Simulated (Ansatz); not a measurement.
Turn this script for Ansatz 0.2.0 through its Python package into the input file that the command-line program reads.

`run_bands.py`:
```python
# -*- coding: utf-8 -*-
'''Bands of CsK2NbF6 along a path through the zone.'''

from collections import Counter
from pathlib import Path
import json

import ansatz as az
import numpy as np


def main():
    lattice = az.Lattice.of(
        [0.0, 4.879526, 4.879526],
        [4.879526, 0.0, 4.879526],
        [4.879526, 4.879526, 0.0],
    )
    sites = [
        ('K', [0.25, 0.25, 0.25]),
        ('K', [0.75, 0.75, 0.75]),
        ('Cs', [0.5, 0.5, 0.5]),
        ('Nb', [0.0, 0.0, 0.0]),
        ('F', [0.215672, 0.215672, 0.784328]),
        ('F', [0.215672, 0.784328, 0.784328]),
        ('F', [0.784328, 0.784328, 0.215672]),
        ('F', [0.215672, 0.784328, 0.215672]),
        ('F', [0.784328, 0.215672, 0.784328]),
        ('F', [0.784328, 0.215672, 0.215672]),
    ]
    system = az.Crystal(lattice=lattice)
    for symbol, position in sites:
        system = system.atom(symbol, position)

    # high-symmetry points in fractions of the reciprocal vectors
    path = [
        ('K', (0.375, 0.375, 0.75)),
        ('G', (0.0, 0.0, 0.0)),
        ('L', (0.5, 0.5, 0.5)),
        ('W', (0.5, 0.25, 0.75)),
        ('X', (0.5, 0.0, 0.5)),
    ]
    setup = (
        system.calculation()
        .kpoints(4, 4, 4)  # the mesh must be finer for metals
        .scf(tolerance=1e-07)
        .basis(450)
        .occupations('gaussian')
        .functional('pbesol')
        .band_structure([point for _, point in path], intervals=10)  # levels along the path at the converged density
        .scf(extra_bands=6)
        .density()
        .electron_localization_function()  # 1 for a lone pair or bond, 0.5 for a uniform gas
        .output_files(volumetric_format='npy')
    )
    result = setup.run(events_out='events.ndjson')
    rep = result.report
    with open('events.ndjson') as stream:
        kinds = Counter(json.loads(line)['event'] for line in stream)
    print('events:', {kind: kinds[kind] for kind in ('scf_iter', 'scf_done', 'notice', 'finished')})

    n_atoms = len(rep['lattice']['sites'])
    print('F =', round(rep['free_energy_ev'], 4), 'eV for', n_atoms, 'atoms')
    print('E(sigma -> 0) =', round(rep['energy_sigma0_ev'], 4), 'eV, TS =', round(rep['entropy_ts_ev'], 5), 'eV')
    print('closed by', rep['closed_by'], 'after', rep['n_iterations'], 'iterations')

    # ELF is 0.5 in a uniform gas and nears 1 where pairs localise
    folder = Path(result.write_results('elf'))
    elf = np.load(folder / 'elf.npy')
    peak = np.unravel_index(elf.argmax(), elf.shape)
    print(f'largest ELF {elf.max():.3f} at grid fractions', np.round(np.array(peak) / elf.shape, 3))
    for level in (0.2, 0.5, 0.7, 0.8, 0.9):
        print(f'share of the cell with ELF over {level}: {np.mean(elf > level):.3f}')

    bands = result.band_structure()
    fermi = bands.fermi_energy_ev
    print(f'zero of the bands: {fermi:.3f} eV, the Fermi level found on the SCF mesh')
    for spin, channel in enumerate(bands.channels):
        print('channel', spin, '- computed levels within 6 eV of the Fermi level')
        for i, (label, _) in enumerate(path):
            levels = channel.eigenvalues_ev[i * 10] - fermi
            print(f'  {label:3s}', ' '.join(f'{e:7.3f}' for e in levels if abs(e) < 6))


if __name__ == '__main__':
    main()
```

Running `python run_bands.py` prints:
```text
events: {'scf_iter': 10, 'scf_done': 1, 'notice': 2, 'finished': 1}
F = -17924.7289 eV for 10 atoms
E(sigma -> 0) = -17924.6568 eV, TS = 0.14408 eV
closed by deck_thresholds after 10 iterations
largest ELF 0.899 at grid fractions [0.562 0.333 0.542]
share of the cell with ELF over 0.2: 0.375
share of the cell with ELF over 0.5: 0.233
share of the cell with ELF over 0.7: 0.147
share of the cell with ELF over 0.8: 0.074
share of the cell with ELF over 0.9: 0.000
zero of the bands: 6.349 eV, the Fermi level found on the SCF mesh
channel 0 - computed levels within 6 eV of the Fermi level
  K     0.021   0.071   0.072   1.459   1.522   1.909   2.350
  G    -0.521  -0.035  -0.035  -0.035   2.155   2.155   2.971
  L     0.053   0.053   0.055   1.045   1.148   2.794   2.794
  W     0.045   0.045   0.079   1.564   1.564   1.948   2.142
  X    -0.015   0.079   0.079   1.306   1.655   1.815   2.369
```

`input.yaml`:
```yaml
crystal:
  lattice:
    - [0.0, 4.879526, 4.879526]
    - [4.879526, 0.0, 4.879526]
    - [4.879526, 4.879526, 0.0]
  atoms:
    - { symbol: K, position: [0.25, 0.25, 0.25] }
    - { symbol: K, position: [0.75, 0.75, 0.75] }
    - { symbol: Cs, position: [0.5, 0.5, 0.5] }
    - { symbol: Nb, position: [0.0, 0.0, 0.0] }
    - { symbol: F, position: [0.215672, 0.215672, 0.784328] }
    - { symbol: F, position: [0.215672, 0.784328, 0.784328] }
    - { symbol: F, position: [0.784328, 0.784328, 0.215672] }
    - { symbol: F, position: [0.215672, 0.784328, 0.215672] }
    - { symbol: F, position: [0.784328, 0.215672, 0.784328] }
    - { symbol: F, position: [0.784328, 0.215672, 0.215672] }
basis:
  ecutwfc: 450.0
kpoints:
  mp_grid: { grid: [4, 4, 4] }
  band_path:
    path:
      - [0.375, 0.375, 0.75]
      - [0.0, 0.0, 0.0]
      - [0.5, 0.5, 0.5]
      - [0.5, 0.25, 0.75]
      - [0.5, 0.0, 0.5]
    npoints: 10
hamiltonian:
  xc: pbesol
scf:
  n_extra_bands: 6
  convergence: { dr2_threshold: 1.0e-07 }
  occupations: { method: gaussian }
output:
  write_density: true
  volumetric_format: npy
  elf: true
```

The program run on that file:
```console
$ ansatz run input.yaml --threads 1 --pin off --max-ram 3072MiB --backend cpu --events-out ev --progress --plain --runs-dir out
scf.n_extra_bands = 6 over 41 filled bands (N_el = 82.0): the run solves 47 bands
Engine: ansatz 0.2.0, aarch64-unknown-linux-gnu
Pseudopotentials: kind: paw
Pseudopotential: K, paw, valence charge 9, recommended cutoff 420 eV (normal), K.paw.azcp
Pseudopotential: Cs, paw, valence charge 9, recommended cutoff 420 eV (normal), Cs.paw.azcp
Pseudopotential: Nb, paw, valence charge 13, recommended cutoff 420 eV (normal), Nb.paw.azcp
Pseudopotential: F, paw, valence charge 7, recommended cutoff 420 eV (normal), F.paw.azcp
Functional definition: PBEsol
  exchange = pbesol_x
  correlation = pbesol_c
Crystal: 10 atoms, lattice volume = 232.361 Å³
Basis set: ecut = 450 eV, 5029 PW (Γ)
Bands: 47, of which v1, the nominal top of the filled ones, is band 41 counted from 1 (40 counted from 0)
Symmetry: 48 space group operations
Space group: Fm-3m (ITA 225), of the structure as read, at distance tolerance 6.1e-5 Å
k-points: 8 of 64
Non-local potential: K, projectors of the file, l = 0: 3, l = 1: 2, l = 2: 2
Non-local potential: Cs, projectors of the file, l = 0: 3, l = 1: 2, l = 2: 2, l = 3: 2
Non-local potential: Nb, projectors of the file, l = 0: 3, l = 1: 2, l = 2: 2, l = 3: 1
Non-local potential: F, projectors of the file, l = 0: 2, l = 1: 2, l = 2: 1
PAW form: soft (Blöchl's): semilocal exchange-correlation on the pseudo side does not see the compensation charge
PAW frozen core: K, regenerated for the run's functional, and the local potential with it (the file was generated under x = pbe(κ = 0.804, μ = 0.2195149727645171), c = pbe(β = 0.06672455060314922))
PAW frozen core: Cs, regenerated for the run's functional, and the local potential with it (the file was generated under x = pbe(κ = 0.804, μ = 0.2195149727645171), c = pbe(β = 0.06672455060314922))
PAW frozen core: Nb, regenerated for the run's functional, and the local potential with it (the file was generated under x = pbe(κ = 0.804, μ = 0.2195149727645171), c = pbe(β = 0.06672455060314922))
PAW frozen core: F, regenerated for the run's functional, and the local potential with it (the file was generated under x = pbe(κ = 0.804, μ = 0.2195149727645171), c = pbe(β = 0.06672455060314922))
PAW one-centre angular grid: K, 110 points (default); XC on 64 Gauss nodes
PAW one-centre angular grid: Cs, 194 points (default); XC on 64 Gauss nodes
PAW one-centre angular grid: Nb, 590 points (default); XC on 64 Gauss nodes
PAW one-centre angular grid: F, 110 points (default); XC on 64 Gauss nodes
Initial density: superposition of atomic densities (neutral atoms: chi_scale 0, normalization atom), corrected by the library's trained network
Initial wavefunctions: pseudopotential atomic-orbital guess
Functional: x = pbesol(κ = 0.804, μ = 0.12345679012345678), c = pbesol(β = 0.046)
SCF iter   1: F=—  HF=-17924.759609 eV  |F-HF|=—  |Δ(HF+E_count)|=         —  Δρ=9.44e-3  dr2=1.30e-1  ethr=1.77e-3  ⟨swp⟩=6.5  Hψ=1422  notcnv=0
preconditioner: auto → LDOS  [metal: Δε(μ)=0.028 eV  Ē_g=10.326 eV  σ=0.100 eV  W_gap=0.15  n_scr=58 (ndim 8)  ℏωp=18.2 eV  f_vac=0.216  D(μ)=28.19/eV (n_scr^D=410)  β→1.0]
SCF iter   2: F=—  HF=-17924.732176 eV  |F-HF|=—  |Δ(HF+E_count)|=   2.74e-2  Δρ=4.10e-3  dr2=6.12e-2  ethr=1.58e-4  ⟨swp⟩=2.1  Hψ=717  notcnv=0
SCF iter   3: F=—  HF=-17924.732989 eV  |F-HF|=—  |Δ(HF+E_count)|=   8.13e-4  Δρ=3.10e-3  dr2=3.73e-2  ethr=7.46e-5  ⟨swp⟩=1.0  Hψ=376  notcnv=0
SCF iter   4: F=—  HF=-17924.730459 eV  |F-HF|=—  |Δ(HF+E_count)|=   2.53e-3  Δρ=1.96e-3  dr2=1.85e-2  ethr=4.55e-5  ⟨swp⟩=1.0  Hψ=376  notcnv=0
SCF iter   5: F=—  HF=-17924.728889 eV  |F-HF|=—  |Δ(HF+E_count)|=   1.57e-3  Δρ=4.72e-4  dr2=8.06e-4  ethr=2.25e-5  ⟨swp⟩=2.1  Hψ=483  notcnv=0
SCF iter   6: F=—  HF=-17924.729049 eV  |F-HF|=—  |Δ(HF+E_count)|=   1.60e-4  Δρ=2.34e-4  dr2=2.80e-4  ethr=9.82e-7  ⟨swp⟩=2.0  Hψ=666  notcnv=0
SCF iter   7: F=—  HF=-17924.729058 eV  |F-HF|=—  |Δ(HF+E_count)|=   9.84e-6  Δρ=1.51e-4  dr2=9.67e-5  ethr=3.41e-7  ⟨swp⟩=1.5  Hψ=381  notcnv=0
SCF iter   8: F=—  HF=-17924.728867 eV  |F-HF|=—  |Δ(HF+E_count)|=   1.92e-4  Δρ=4.46e-5  dr2=9.94e-6  ethr=1.18e-7  ⟨swp⟩=2.5  Hψ=594  notcnv=0
SCF iter   9: F=—  HF=-17924.728866 eV  |F-HF|=—  |Δ(HF+E_count)|=   5.42e-7  Δρ=8.15e-6  dr2=3.94e-7  ethr=1.21e-8  ⟨swp⟩=2.4  Hψ=627  notcnv=0
SCF iter  10: F=-17924.728866 eV  HF=-17924.728866 eV  |F-HF|=1.27e-8  |Δ(HF+E_count)|=   3.88e-8  Δρ=2.08e-6  dr2=2.74e-8  ethr=1.22e-10  ⟨swp⟩=4.4  Hψ=961  notcnv=0
SCF 1 converged in 10 iterations: F = -17924.728866 eV  dr2 = 2.74e-8
  greatest PAW one-centre occupation: 0.998 electrons in one spin orbital (limit 2), on the Nb atom at site 3 (counted from 0), in its partial waves of l = 0
NSCF: frozen V_eff on 41 k-points
SCF converged after 10 iterations
Free energy (F): -17924.728866 eV
Harris-Foulkes:  -17924.728866 eV  (|F-HF|=1.27e-8)
Internal energy: -17924.584790 eV  (E = F + TS)
E sigma→0 (E₀):  -17924.656828 eV
Entropy (-TS):   -0.144076 eV (-14.408 meV/atom)
Fermi energy:    6.349294 eV
--- Per-component energies (eV) ---
  E_band       = -780.001959
  E_kinetic    = 2271.064328
  E_local      = -7513.538461  (includes V_loc(G=0)·N_el)
  E_nonlocal   = 623.051536
  E_hartree    = 2845.135903
  E_xc         = -1082.559044
  E_vxc        = -1269.682753  (∫ρ·V_xc dr)
  E_paw        = -10684.849729  (= ΣΔE_a)
  E_vpaw       = -581.187097  (= ΣTr[D̂ρ^β])
  E_aug_tail   = 0.011399  (compensation charges beyond the density's cutoff)
  E_ewald      = -4383.704018
  E_core_change = 0.803295  (= ΣΔE_core)
  E_smearing   = -0.144076  (= −TS)
  E_closure    = 0.000000  (closes the sum)
  Σ components = -17924.728866   (vs F -17924.728866, Δ=0.00e0)
--- Band table (eV; the first three rows and the last of 8) ---
  k-point 0: bands = ["-50.7039", "-26.9406", "-26.9406", "-26.9406", "-26.7358", "-26.7335", "-19.0168", "-18.8418", "-18.8418", "-18.5649", "-18.5649", "-18.5649", "-16.3972", "-10.2668", "-10.2668", "-10.2668", "-10.2483", "-10.2483", "-10.2483", "-3.7261", "-3.7261", "-3.7261", "-1.7791", "-1.7791", "-1.5510", "-1.2112", "-1.2112", "-1.2112", "-0.3694", "-0.3694", "-0.3694", "-0.1522", "-0.1522", "-0.1522", "0.0638", "0.0638", "0.0638", "0.2110", "0.2110", "0.2110", "5.8284", "6.3143", "6.3143", "6.3143", "8.5043", "8.5043", "9.3207"]
  k-point 1: bands = ["-50.7039", "-26.9408", "-26.9406", "-26.9406", "-26.7353", "-26.7338", "-18.9885", "-18.8465", "-18.8465", "-18.6023", "-18.5599", "-18.5599", "-16.3873", "-10.2633", "-10.2633", "-10.2611", "-10.2502", "-10.2502", "-10.2475", "-3.7958", "-3.7958", "-3.7951", "-1.5130", "-1.5130", "-1.3285", "-1.1743", "-1.1660", "-1.1660", "-0.4745", "-0.4415", "-0.4415", "-0.2047", "-0.2047", "-0.1306", "-0.1239", "-0.1213", "-0.1213", "0.1875", "0.2054", "0.2054", "6.3083", "6.3579", "6.3579", "6.3613", "8.5939", "8.7490", "8.7490"]
  k-point 2: bands = ["-50.7039", "-26.9410", "-26.9406", "-26.9406", "-26.7346", "-26.7343", "-18.9538", "-18.8511", "-18.8511", "-18.6460", "-18.5552", "-18.5552", "-16.3774", "-10.2567", "-10.2567", "-10.2553", "-10.2553", "-10.2513", "-10.2509", "-3.8580", "-3.8577", "-3.8577", "-1.1897", "-1.1501", "-1.1501", "-0.9837", "-0.9837", "-0.8045", "-0.8045", "-0.7983", "-0.7905", "-0.3584", "-0.3168", "-0.3168", "-0.1806", "-0.1806", "-0.1053", "0.1604", "0.1836", "0.1836", "6.4021", "6.4021", "6.4040", "7.3946", "7.4973", "9.1435", "9.1435"]
  k-point 7: bands = ["-50.7039", "-26.9408", "-26.9408", "-26.9406", "-26.7344", "-26.7344", "-18.9479", "-18.8975", "-18.8474", "-18.5808", "-18.5660", "-18.5660", "-16.3878", "-10.2619", "-10.2618", "-10.2546", "-10.2546", "-10.2438", "-10.2433", "-3.8540", "-3.7167", "-3.7167", "-1.7349", "-1.6894", "-1.1605", "-1.1605", "-1.0549", "-0.9789", "-0.7893", "-0.5852", "-0.5852", "-0.2589", "-0.2101", "-0.2101", "-0.1267", "0.0500", "0.0983", "0.0983", "0.2394", "0.2394", "6.3943", "6.3943", "6.4285", "7.9136", "7.9136", "8.2977", "8.4915"]
```

Reading the output:
- Total energies depend on the potentials; only differences at equal settings carry meaning. A total without «per atom» is that of the cell as typed.
- No spin polarisation was allowed.
- The computed bands are complete only to about 2.1 eV above the Fermi level.
- For a metal this k-point mesh is coarse: on a finer one energies can move by several to tens of meV an atom and pressures by half a GPa or more, differences at one mesh by less.
- Densities and potentials on the grid are those of the valence electrons, and inside the cores they hang on the potentials used.
- The structure comes from a database of computed cells and needn't be a stable or known phase.
- Gaps and levels are Kohn-Sham values on a finite set of k-points, without spin-orbit coupling.
- Timing: 16 s on 1 thread of Arm Neoverse V1, with other jobs on the host, peak memory 0.64 GiB.

(Lines on the test bed's own set-up are left out of the output.)
